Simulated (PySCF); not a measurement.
# C2H5Br (Ethyl bromide): the cost of one run

The runs use PySCF 2.14.0, with density-fitted response routines of our own; the level of theory stands in each step. All values are computed, except where a source is named. Atoms count from 0, in the outputs and in this text.

### Step 1. The starting structure

8 atoms, charge 0, multiplicity 1; geometry from: MMFF94s.

Bonds of the start (Å): C0–C1 1.51, C1–Br2 1.94, C0–H3 1.10, C0–H4 1.09, C0–H5 1.10, C1–H6 1.09, C1–H7 1.09.

### Step 2. Geometry optimisation at PBE0-D3(BJ)/def2-SVP

The job: settings as JSON, then the geometry in Å.

```
{"job": {"xc": "PBE0", "basis": "def2-SVP", "d3": "d3bj", "grid": 1, "kind": "geom"}, "charge": 0, "multiplicity": 1}
C     -0.770584     0.210795    -0.010092
C      0.621194    -0.374663     0.043438
Br     1.939540     1.025677    -0.242941
H     -0.970863     0.674748    -0.981772
H     -1.517417    -0.572972     0.150497
H     -0.911471     0.975319     0.761387
H      0.774832    -1.121118    -0.739848
H      0.834770    -0.817785     1.019330
```

The run is started by

```
$ OMP_NUM_THREADS=1 python probes_run.py task.json out
```

One launch serves the whole session: the jobs run in the order shown.

**Question.** How long does this first job take on 1 thread of AMD EPYC 9R45, shared host, and how much memory does it need?

About 6.2 s, with a peak of 0.36 GiB.
